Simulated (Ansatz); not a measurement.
This script makes a ladder of basis sets of H3OSb, SMILES [OH][SbH2] with Ansatz's Python interface.

`basis.py`
```python
# -*- coding: utf-8 -*-
"""Basis-set convergence for H3OSb."""

import ansatz
from ase import Atoms

FUNCTIONAL = "hf"


def main():
    atoms = Atoms(["O", "Sb", "H", "H", "H"], positions=[
        (0.7482, -0.7165, 0.8119),
        (0.1056, 0.2419, -0.9068),
        (0.3907, -1.6138, 0.6691),
        (-1.5062, 0.1867, -0.4197),
        (0.3117, 1.8281, -0.1959),
    ])
    geometry = ansatz.Crystal.molecule_from_ase(atoms)

    base = geometry.calculation().functional(FUNCTIONAL)

    energies = {}
    for basis in ["def2-SVP", "def2-SVPD", "def2-TZVP", "def2-TZVPP"]:
        r = base.basis(gaussian=basis).run().report
        size = r["n_frozen"] + r["n_occupied"][0] + r["n_virtual"][0]
        energies[basis] = (r["reference_energy_ev"] / 27.211386246, r["free_energy_ev"] / 27.211386246)
        print(f"{basis:14s} {size:4d} orbitals  reference {energies[basis][0]:14.6f} Ha  total {energies[basis][1]:14.6f} Ha")

    last = energies["def2-TZVPP"][1]
    for basis, (_, total) in energies.items():
        print(f"{basis:14s} lies {27.211386 * (total - last):9.4f} eV above def2-TZVPP")


if __name__ == "__main__":
    main()
```

How far does the total energy move along this ladder of basis sets?

Against def2-SVP: def2-SVPD -13.6 mHa, def2-TZVP -112.6 mHa and def2-TZVPP -114.8 mHa. The last step alone is -2.20 mHa (these two sets differ little on atoms other than hydrogen). From the first set to the last the time grows from 1.2 to 3.5 s.

What the script printed:

```console
$ python basis.py
def2-SVP         55 orbitals  reference    -315.768199 Ha  total    -315.768199 Ha
def2-SVPD        79 orbitals  reference    -315.781771 Ha  total    -315.781771 Ha
def2-TZVP        99 orbitals  reference    -315.880848 Ha  total    -315.880848 Ha
def2-TZVPP      123 orbitals  reference    -315.883047 Ha  total    -315.883047 Ha
def2-SVP       lies    3.1252 eV above def2-TZVPP
def2-SVPD      lies    2.7559 eV above def2-TZVPP
def2-TZVP      lies    0.0598 eV above def2-TZVPP
def2-TZVPP     lies    0.0000 eV above def2-TZVPP
```

Notes:
- The drop along the ladder measures the basis error, and is no property of the molecule.
- The geometry is a force-field or estimated start, not a minimum of this method, and the last set is no limit. Much of the fall in a total is atomic energy, which cancels in bond and reaction energies.
- def2 sets replace the cores of elements past krypton by effective core potentials.
- Run time: 15 s on 1 thread of AMD EPYC (Zen 3) (shared host), peak memory 0.25 GiB.

(A comment or docstring line of the script was reworded after the run, the code is as it ran; lines on the test bed's own set-up are left out of the output.)
